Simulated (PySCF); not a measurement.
# C4H7Si− (SMILES [SiH2-]C1C=CC1): levels of theory compared

Wanted: a comparison of 4 runs (HF/def2-SVP, HF/6-311G**, B3LYP/6-31G*, PBE0/def2-SVP) of C4H7Si−. The job is set up through a Python script.

The calculation is run with PySCF 2.14.0.

1 further run of the same task is left out (set aside as unsound or not needed).

## 1. The system as given

The species is C4H7Si− (12 atoms), meant as a singlet with charge -1. As SMILES, `[SiH2-]C1C=CC1`. The shape is that of a GFN2-xTB optimisation. This is one conformer, not always the lowest.

Bond lengths: Si1–C2 1.917 Å, C2–C3 1.481 Å, C3–C4 1.339 Å, C2–C5 1.544 Å, C4–C5 1.503 Å, Si1–H6 1.486 Å, Si1–H7 1.481 Å, C2–H8 1.096 Å, C3–H9 1.083 Å, C4–H10 1.084 Å, C5–H11 1.093 Å, C5–H12 1.097 Å. Some angles: Si1–C2–C3 113.9°, Si1–C2–C5 114.0°, C3–C2–C5 86.2°, C2–C3–C4 94.6°, C3–C4–C5 93.2°, C2–C5–C4 85.8°, Si1–C2–H8 109.9°, C3–C2–H8 116.1°, C5–C2–H8 115.1°, C2–Si1–H6 101.0°.

## 2. Energy and gradient at HF/def2-SVP (run 1)

job.py reads:

```python
from pyscf import gto, scf

mol = gto.Mole()
mol.atom = '''
Si       0.301170       1.147450       1.660330
C       -0.613550      -0.002610       0.429800
C       -0.461280       0.394040      -0.988990
C        0.297510      -0.659980      -1.313370
C        0.177370      -1.274530       0.052970
H       -0.449690       2.415590       1.473500
H        1.552130       1.444260       0.926110
H       -1.638860      -0.178040       0.774230
H       -0.772020       1.279000      -1.530800
H        0.885990      -0.944750      -2.177560
H        1.115890      -1.410950       0.595390
H       -0.394670      -2.209470       0.098390
'''
mol.max_memory = 1860
mol.charge = -1
mol.spin = 0
mol.basis = 'def2-svp'
mol.verbose = 3
mol.build()

myscf = scf.RHF(mol)
myscf.conv_tol = 1e-10
myscf.kernel()
if not myscf.converged:
    myscf = myscf.newton().run(myscf.mo_coeff, myscf.mo_occ)

e_final = myscf.e_tot
print('E(%s) = %.9f' % ('HF', e_final))
grad = myscf.nuc_grad_method().kernel()
dip = myscf.dip_moment()
pop, q = myscf.mulliken_pop()
```

Command:

```sh
$ OMP_NUM_THREADS=1 python job.py
```

Standard output:

```text
converged SCF energy = -444.15578726442
E(HF) = -444.155787264
--------------- RHF gradients ---------------
         x                y                z
0 Si    -0.0013592000     0.0118731314    -0.0513896239
1 C     0.0101063779    -0.0038623906    -0.0030252657
2 C    -0.0080330008     0.0113729987     0.0213308308
[... 8 lines of this table left out ...]
11 H    -0.0002840252     0.0002971292    -0.0006794252
----------------------------------------------

WARN: System has nonzero charge -1; the dipole moment is origin-dependent.
Location of origin: [0. 0. 0.]

Dipole moment(X, Y, Z, Debye): -1.54021, -4.17645, -7.06514
[... 122 lines left out ...]
charge of   11H =     -0.01257
```

It took 17 s on 1 thread of Intel Xeon at 2.70GHz, shared host; peak memory 0.25 GiB.

## 3. Energy and gradient at HF/6-311G(d,p) (run 2)

run.py reads:

```python
from pyscf import gto

molecule = gto.M(
    atom='''
Si     0.301170     1.147450     1.660330
C     -0.613550    -0.002610     0.429800
C     -0.461280     0.394040    -0.988990
C      0.297510    -0.659980    -1.313370
C      0.177370    -1.274530     0.052970
H     -0.449690     2.415590     1.473500
H      1.552130     1.444260     0.926110
H     -1.638860    -0.178040     0.774230
H     -0.772020     1.279000    -1.530800
H      0.885990    -0.944750    -2.177560
H      1.115890    -1.410950     0.595390
H     -0.394670    -2.209470     0.098390
''',
    basis='6-311g**',
    max_memory=1860,
    charge=-1,
    verbose=4,
)

mf = molecule.RHF()
mf.conv_tol = 1e-10
mf.kernel()
if not mf.converged:
    mf = mf.newton().run(mf.mo_coeff, mf.mo_occ)

etot = mf.e_tot
print('E = %.10f Eh' % etot)
grad = mf.nuc_grad_method().kernel()
mf.analyze()
```

Command:

```sh
$ OMP_NUM_THREADS=1 python run.py
```

Standard output:

```text
PySCF version 2.14.0

[... 85 lines left out ...]
Nuclear Repulsion Energy =             204.127013323386024
[... 19 lines left out ...]
MO #14  energy= -0.523642625792696 occ= 2
[... 17 lines left out ...]
MO #32  energy= 0.418821902863175  occ= 0
[... 17 lines left out ...]
MO #50  energy= 0.89292214659832   occ= 0
[... 17 lines left out ...]
MO #68  energy= 1.42819299516274   occ= 0
[... 17 lines left out ...]
MO #86  energy= 2.07474575385168   occ= 0
[... 17 lines left out ...]
MO #104 energy= 2.7112747950311    occ= 0
[... 17 lines left out ...]
MO #122 energy= 3.65887589004352   occ= 0
[... 17 lines left out ...]
MO #140 energy= 144.188899835835   occ= 0
[... 156 lines left out ...]
WARN: System has nonzero charge -1; the dipole moment is origin-dependent.
Location of origin: [0. 0. 0.]

Dipole moment(X, Y, Z, Debye): -1.58340, -4.27215, -7.34799
```

Wall time 34 s (1 thread of Intel Xeon at 2.70GHz, shared host); peak memory 0.49 GiB.

Run 3 isn't shown in full; the table further down has it.

## 4. Energy and forces at PBE0/def2-SVP (run 4)

mol.xyz reads:

```xyz
12
C4H7Si
Si     0.301170     1.147450     1.660330
C     -0.613550    -0.002610     0.429800
C     -0.461280     0.394040    -0.988990
C      0.297510    -0.659980    -1.313370
C      0.177370    -1.274530     0.052970
H     -0.449690     2.415590     1.473500
H      1.552130     1.444260     0.926110
H     -1.638860    -0.178040     0.774230
H     -0.772020     1.279000    -1.530800
H      0.885990    -0.944750    -2.177560
H      1.115890    -1.410950     0.595390
H     -0.394670    -2.209470     0.098390
```

job.py reads:

```python
import pyscf.grad
from pyscf import gto, dft

mol = gto.M(
    atom='mol.xyz',
    verbose=4,
    max_memory=1860,
    basis='def2-svp',
    charge=-1,
)

mf = dft.RKS(mol, xc='pbe0')
mf.conv_tol = 1e-10
mf.grids.level = 5
mf.kernel()
if not mf.converged:
    mf = mf.newton().run(mf.mo_coeff, mf.mo_occ)

e_final = mf.e_tot
print('Final energy', e_final)
grad = mf.Gradients().kernel()
dip = mf.dip_moment()
pop, q = mf.mulliken_pop()
```

Command:

```sh
$ OMP_NUM_THREADS=1 python job.py
```

Standard output:

```text
PySCF version 2.14.0

[... 81 lines left out ...]
converged SCF energy = -445.526151113475
Final energy -445.5261511134747
[... 13 lines left out ...]
WARN: System has nonzero charge -1; the dipole moment is origin-dependent.
[... 2 lines left out ...]
Dipole moment(X, Y, Z, Debye): -1.44470, -3.99946, -6.46787
[... 122 lines left out ...]
charge of   11H =     -0.01144
```

It took 57 s on 1 thread of Intel Xeon at 2.70GHz, shared host; peak memory 1.1 GiB.

## 5. The series

| run | level | integration grid | energy (Eh) | HOMO energy (eV) | LUMO energy (eV) | HOMO–LUMO gap (eV) | wall time |
| --- | --- | --- | --- | --- | --- | --- | --- |
| 1 | HF/def2-SVP | – | -444.155787 | -0.95 | 8.86 | 9.81 | 17 s |
| 2 | HF/6-311G** | – | -444.405916 | -1.15 | 8.07 | 9.22 | 34 s |
| 3 | B3LYP/6-31G* (spherical functions) | 5 | -446.036247 | 1.29 | 5.18 | 3.89 | 54 s |
| 4 | PBE0/def2-SVP | 5 | -445.526151 | 1.03 | 5.03 | 4.00 | 57 s |

## 6. Summary of results

```
                                                    quantity          value
                                         run 4: total energy  -445.52615 Eh
                                          run 4: HOMO energy        1.03 eV
                                          run 4: LUMO energy        5.03 eV
run 4: HOMO–LUMO gap (to an unbound level, set by the basis)        4.00 eV
                             run 4: largest force on an atom     2.562 eV/Å
```

In words: The HOMO–LUMO gap runs from 3.89 eV (B3LYP/6-31G*) to 9.81 eV (HF/def2-SVP). The two ends differ in method and basis. The empty levels of an anion lie above zero and hang on the basis. Totals of different functionals can't be ranked against each other. In runs 3, 4 the HOMO lies above zero, so the outermost electron may be held by the basis alone. All runs together took 2.7 min, the longest 57 s.
